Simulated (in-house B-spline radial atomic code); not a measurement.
**Nb⁴⁺: ionisation energy by several methods**

An exercise on one series of results from a longer session: the logs are not shown, and one member is left open.

Method: scalar-relativistic (X2C), several functionals, spin-polarised, exact exchange averaged over the configuration; spherical all-electron atom at the radial basis limit. Code: in-house B-spline radial atomic code version 1.

**Starting point**

* element: niobium (Z = 41)
* charge: +4
* electrons: 37
* configuration: [Kr] 4d1
* nucleus: Fermi, rms radius 4.324 fm

Outer shells as boxes (Hund's rule):

[Kr] 4d1
```
[Kr] core
4d [↑ ][  ][  ][  ][  ]
```

Where spins are not typed, each open shell is filled with up spins first.

The first run:

Input settings:

```ini
Z = 41
electrons = 37.0
configuration = [Kr] 4d1
hamiltonian = x2c
method = b3lyp
spin_polarised = True
nucleus = fermi
rms_radius = 4.324
mass_number = 93
atomic_mass = 92.90637317
speed_of_light = 137.035999084
exact_exchange = averaged over the configuration
```

Run with:

```
$ python run_scf.py task.json out
```

The settings of every run stand in task.json; they run in order.

Among the steps run: B3LYP, a global hybrid; ωB97X, a range-separated hybrid; LC-ωPBE, a range-separated hybrid; M06-2X, a global hybrid; HSE06, a range-separated hybrid; TPSSh, a global hybrid.

One table of the session follows, with a row left open; its other results are not shown here.

| method | ΔSCF (eV) |
| --- | --- |
| B3LYP | 50.584 |
| M06-2X | 50.603 |
| TPSSh | 50.354 |
| ωB97X | ? |
| LC-ωPBE | 50.582 |
| HSE06 | 50.493 |

Q: Estimate the row for ωB97X from the others.

As computed: ΔSCF (eV): 50.229. In the column «ΔSCF (eV)» it is the lowest.
